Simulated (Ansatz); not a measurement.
# ClH5NSi2: the cost of one run

Method: RKS r2SCAN-D4/def2-SVP; program: Ansatz 0.2.0.

## Step 1: Where the work starts

SMILES `[SiH2+]N[SiH2]Cl`, 9 atoms, charge 1, spin multiplicity 1.

Atoms are counted from 1 here; the program's logs count them from 0.

Bond lengths: Si1–N2 1.671 Å, Si1–H5 1.484 Å, Si1–H6 1.488 Å, N2–Si3 1.840 Å, N2–H7 1.035 Å, Si3–Cl4 2.052 Å, Si3–H8 1.491 Å, Si3–H9 1.491 Å. Angles: N2–Si1–H5 119.2°, N2–Si1–H6 116.8°, H5–Si1–H6 124.0°, Si1–N2–Si3 131.2°, Si1–N2–H7 115.2°, Si3–N2–H7 113.7°, N2–Si3–Cl4 104.3°, N2–Si3–H8 105.2°, N2–Si3–H9 105.9°, Cl4–Si3–H8 112.8°, Cl4–Si3–H9 112.1°, H8–Si3–H9 115.3°.

As a file:

```xyz
9
ClH5NSi2
Si   -0.7352    0.9895   -1.2039
N    -0.1946   -0.4173   -0.4821
Si    0.6454   -0.7060    1.1298
Cl    1.0002    1.1787    1.8607
H    -0.5721    2.2798   -0.4896
H    -1.3685    0.8555   -2.5438
H    -0.3447   -1.2800   -1.0330
H     1.8987   -1.4398    0.7923
H    -0.3292   -1.4604    1.9696
```

This geometry comes from a loose relaxation at PBE in a small basis, which is not shown.

## Step 3: Setting up the map

First coordinate, dihedral Si1–N2–Si3–Cl4: 18 values from −180 to 160 °, periodic. Second coordinate, dihedral H5–Si1–N2–Si3: 18 values from −180 to 160 °, periodic.

Nothing else is relaxed (all other coordinates rigid). Energies count from the relaxed molecule at the same level. Points are written as (first, second).

(The set-up runs are not shown.)

## Step 4: Point (0°, 0°)

The input, input.yaml:

```yaml
crystal:
  periodic: [false, false, false]
  atoms:
    - { symbol: Si, position_ang: [-0.706997, 0.985126, -1.205761] }
    - { symbol: "N", position_ang: [-0.215656, -0.418156, -0.469175] }
    - { symbol: Si, position_ang: [0.63978, -0.70664, 1.117209] }
    - { symbol: Cl, position_ang: [0.904518, 1.168664, 1.885316] }
    - { symbol: H, position_ang: [-0.455971, 2.274935, -0.546334] }
    - { symbol: H, position_ang: [-1.382821, 0.854213, -2.50929] }
    - { symbol: H, position_ang: [-0.424241, -1.281079, -0.987627] }
    - { symbol: H, position_ang: [1.922527, -1.356831, 0.778559] }
    - { symbol: H, position_ang: [-0.281367, -1.52025, 1.937221] }
total_charge: 1
basis:
  gaussian: { orbitals: def2-SVP }
hamiltonian:
  xc: r2scan
  dispersion: d4
output:
  forces: true
```

Launch:

```sh
> ansatz run input.yaml --threads 1 --pin off --max-ram 2560MiB --backend cpu --events-out ev --progress --plain --runs-dir out
```

**Question.** How long does this run take on 1 thread of Arm Neoverse V1, shared host, and how much memory does it need?

About 5.7 s, with a peak of 0.14 GiB.
